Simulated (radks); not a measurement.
# Ionisation of Pr: one atom, several choices of functional

An exercise on one series of results from a longer session: the logs are not shown, and one member is left open.

Program: radks (a radial shooting solver on a logarithmic mesh, Libxc functionals) version 1. Level of theory: Dirac Kohn-Sham, spin-unpolarised, spherical densities, point nucleus; open shells are shared between the two j in proportion to 2j + 1. These are calculated values, not measurements, unless marked.

## The system

- element: praseodymium (Z = 59)
- charge: 0
- electrons: 59
- configuration: [Xe] 4f3 6s2
- ion: Pr⁺, [Xe] 4f3 6s1
- choices: XLYP; B86b exchange with PBE correlation; RPBE

The outer shells:

Pr
```
[Xe] core
4f [↑ ][↑ ][↑ ][  ][  ][  ][  ]
6s [↑↓]
```

Pr⁺
```
[Xe] core
4f [↑ ][↑ ][↑ ][  ][  ][  ][  ]
6s [↑ ]
```

Set-up of the first run:

Settings of this run:

```text
Z 59
configuration [Xe] 4f3 6s2
relativity Dirac
functional xlyp
spin unpolarised
j_filling average
nucleus point
c 137.035999084
```

Among the steps run: XLYP: Pr.

One table of the session follows, with a row left open; its other results are not shown here.

It belongs to the step «XLYP: Pr». From the orbitals of this run (lengths in bohr):

| level | <r> | outermost maximum (interpolated) | 90 % within | nodes |
| --- | --- | --- | --- | --- |
| 4d3/2 | 0.7216 | 0.631 | 1.09 | 1 |
| 4d5/2 | 0.7317 | 0.639 | 1.10 | 1 |
| 5s1/2 | 1.508 | 1.35 | 2.17 | 4 |
| 5p1/2 | 1.708 | 1.48 | 2.51 | 3 |
| 5p3/2 | 1.800 | 1.56 | 2.65 | 3 |
| 6s1/2 | 4.489 | 3.79 | 6.65 | 5 |
| 4f5/2 | ? | ? | ? | ? |
| 4f7/2 | 1.231 | 0.695 | 2.22 | 0 |

Q: Estimate the row for 4f5/2 from the others.

The run gave: <r>: 1.200; outermost maximum (interpolated): 0.689; 90 % within: 2.15; nodes: 0. In the column «<r>» it lies between 4d5/2 (0.7317) and 4f7/2 (1.231).

Limits of these values: Spin polarisation and multiplet splitting are left out, so open shells lie too high by an amount that depends on their filling.
